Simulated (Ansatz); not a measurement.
# BN: the cost of one run

Method: DFT PBE, scalar-relativistic, plane waves, PAW, and further levels as typed in the inputs, in Ansatz 0.2.0.

The COD entry's cell or inner coordinates are ideal or old and differ from later refinements, so a difference from it is no clean test against experiment.

## (1) The structure to begin with

Symmetry: P6_3/mmc, No. 194, hexagonal system. The conventional cell has a = 2.498 Å, b = 2.498 Å, c = 6.636 Å, α = 90.00°, β = 90.00°, γ = 120.00°. B (site symmetry -6m2) has 3 N at 1.44 Å as nearest neighbours. Around N (site symmetry -6m2) lie 3 B at 1.44 Å.

Coordinates:

```
CELL_PARAMETERS angstrom
2.49824 0.00000 0.00000
-1.24912 2.16354 0.00000
0.00000 0.00000 6.63570
ATOMIC_POSITIONS crystal
B 0.33333 0.66667 0.25000
B 0.66667 0.33333 0.75000
N 0.33333 0.66667 0.75000
N 0.66667 0.33333 0.25000
```

The structure rests on an entry of the Crystallography Open Database; cell or positions may have been set otherwise for this series.

## (2) Single point: BN, no spin

Contents of input.yaml:

```yaml
crystal:
  lattice:
    - [2.49824, 0.0, 0.0]
    - [-1.24912, 2.1635393048, 0.0]
    - [0.0, 0.0, 6.6357]
  atoms:
    - { symbol: B, position: [0.3333333333, 0.6666666667, 0.25] }
    - { symbol: B, position: [0.6666666667, 0.3333333333, 0.75] }
    - { symbol: "N", position: [0.3333333333, 0.6666666667, 0.75] }
    - { symbol: "N", position: [0.6666666667, 0.3333333333, 0.25] }
scf:
  occupations: { method: fixed }
output:
  forces: false
  stress: false
  eigenvalues: true
  optics:
    e_range: [0, 8]
    de: 0.05
    sigma: 0.1
    bands: { spectra_wanted_up_to: 12 }
    nscf_kmesh: { grid: [24, 24, 8] }
  write_density: true
  write_potential: true
  elf: true
  volumetric_format: npy
kpoints:
  mp_grid: { grid: [12, 12, 4] }
```

Command:

```console
$ ansatz run input.yaml --threads 4 --pin off --max-ram 12288MiB --backend cpu --events-out ev --progress --plain --runs-dir out
```

What time and memory should one allow on 4 threads of Intel Xeon Platinum 8488C (Sapphire Rapids), shared host?

About 14 s, with a peak of 1.1 GiB.
